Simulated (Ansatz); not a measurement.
Write a Python script for Ansatz's Python interface that makes a formation energy from the elements of RbRhO3 and its elements. Use (first run): PBEsol, norm-conserving potentials, the default cutoff (1197 eV here), 4×4×4 k-points, Fermi-Dirac smearing of 0.02 eV, collinear spin.

`formation_rbrho3.py`
```python
from collections import Counter

import ansatz as az
import numpy as np

PHASES = {
    "RbRhO3": (
        [[4.042708, 0.0, 0.0], [0.0, 4.042708, 0.0], [0.0, 0.0, 4.042708]],
        [
            ("Rb", [0.0, 0.0, 0.0]),
            ("Rh", [0.5, 0.5, 0.5]),
            ("O", [0.5, 0.5, 0.0]),
            ("O", [0.5, 0.0, 0.5]),
            ("O", [0.0, 0.5, 0.5]),
        ],
    ),
    "Rb": (
        [[-2.8025, 2.8025, 2.8025], [2.8025, -2.8025, 2.8025], [2.8025, 2.8025, -2.8025]],
        [
            ("Rb", [0.0, 0.0, 0.0]),
        ],
    ),
    "Rh": (
        [[0.0, 1.89785, 1.89785], [1.89785, 0.0, 1.89785], [1.89785, 1.89785, 0.0]],
        [
            ("Rh", [0.0, 0.0, 0.0]),
        ],
    ),
    "O2": (
        [[9.0, 0.0, 0.0], [0.0, 9.5, 0.0], [0.0, 0.0, 10.0]],
        [
            ("O", [0.5, 0.5, 0.4385]),
            ("O", [0.5, 0.5, 0.5615]),
        ],
    ),
}
MOMENTS = {"Rh": 0.5}  # parallel starting moments in muB


def build(vectors, sites):
    crystal = az.Crystal(lattice=az.Lattice.of(vectors))
    for symbol, position in sites:
        crystal = crystal.atom(symbol, position)
    return crystal

POLARISED = {"RbRhO3", "O2"}

GASES = {"O2"}


def compute(name, crystal):
    calc = crystal.calculation()
    calc = calc.functional("PBEsol")
    calc = calc.scf(lower_state_search="standard", self_checks="low").accuracy("medium")
    calc = calc.pseudopotentials("nc")
    calc = calc.kpoints(spacing=0.39).occupations("fermi_dirac", width=0.02)
    calc = calc.stress()
    if name in POLARISED:
        calc = calc.spin("collinear")
    if name in GASES:
        return calc.kpoints(1, 1, 1).relax(force_tolerance=0.02, max_steps=40).run(threads=1, pin="off")
    calc = calc.relax(force_tolerance=0.02, max_steps=40, cell=True)
    return calc.run(threads=1, pin="off")


def counts(outcome):
    return Counter(site.symbol for site in outcome.lattice.sites)

def formation_energy(outcome, mu):
    n = counts(outcome)
    return (outcome.report["energy_sigma0_ev"] - sum(k * mu[element] for element, k in n.items())) / sum(n.values())


def volume_per_atom(outcome):
    return abs(np.linalg.det(outcome.lattice.cell_ang)) / len(outcome.lattice.sites)

phases = {name: build(*cell) for name, cell in PHASES.items()}
for name in ["RbRhO3"]:
    phases[name] = phases[name].moments({e: m for e, m in MOMENTS.items() if e in phases[name].species()})
phases["O2"] = phases["O2"].moments(O=1.0)

done = {name: compute(name, crystal) for name, crystal in phases.items()}

references = {"Rb": "Rb", "Rh": "Rh", "O": "O2"}
mu = {element: done[name].report["energy_sigma0_ev"] / len(done[name].lattice.sites) for element, name in references.items()}

target = done["RbRhO3"]
heat = formation_energy(target, mu)
n = counts(target)
print("cell content:", dict(n), " volume", round(volume_per_atom(target), 3), "A^3/atom")
print("formation energy", round(heat, 4), "eV/atom,", round(heat * sum(n.values()), 4), "eV per cell")
print("bound against the elements" if heat < 0 else "unbound against the elements")
```

Running `python formation_rbrho3.py` prints:
```text
DeckWarning: basis.ecutwfc = 1197.300995 eV, auto-derived from the records' recommended cutoffs: set by Rh (normal level)
DeckWarning: basis.ecutwfc = 625.861884 eV, auto-derived from the records' recommended cutoffs: set by Rb (normal level)
DeckWarning: basis.ecutwfc = 1142.878222 eV, auto-derived from the records' recommended cutoffs: set by O (normal level)
DeckWarning: output.stress: scf.convergence.dr2_threshold = 1e-7 eV (the SCF's general default) is looser than the 2e-10 eV advised for a printed stress (1e-10 eV for each atom of the cell: 2). What an SCF threshold leaves in a stress goes as its square root, [...]
cell content: {<Element.RB: 'Rb'>: 1, <Element.RH: 'Rh'>: 1, <Element.O: 'O'>: 3}  volume 12.138 A^3/atom
formation energy -0.8214 eV/atom, -4.1071 eV per cell
bound against the elements
```
(Warnings from the package without file and line, shortened.)

What to keep in mind:
- These settings explore the input space; cutoff and mesh may be short of convergence.
- The magnetic order follows from the starting moments and needn't be the lowest.
- For the metals among these phases the mesh is modest: differences between phases can be off by up to 40 meV an atom.
- The cells come from databases of deposited and of computed structures, and not all need be stable phases.
- The compound is the structure given, not necessarily its lowest; energies are at zero temperature, with no correction for gases. Magnetic phases start from parallel moments and may not end in their lowest magnetic state. A semilocal functional's error on such energies is often 0.05 to 0.1 eV an atom, and 0.1 to 0.3 eV against gases such as O2 or F2.
- Timing: 3.3 min on 1 thread of Arm Neoverse V1, with other jobs on the host, peak memory 1.9 GiB.
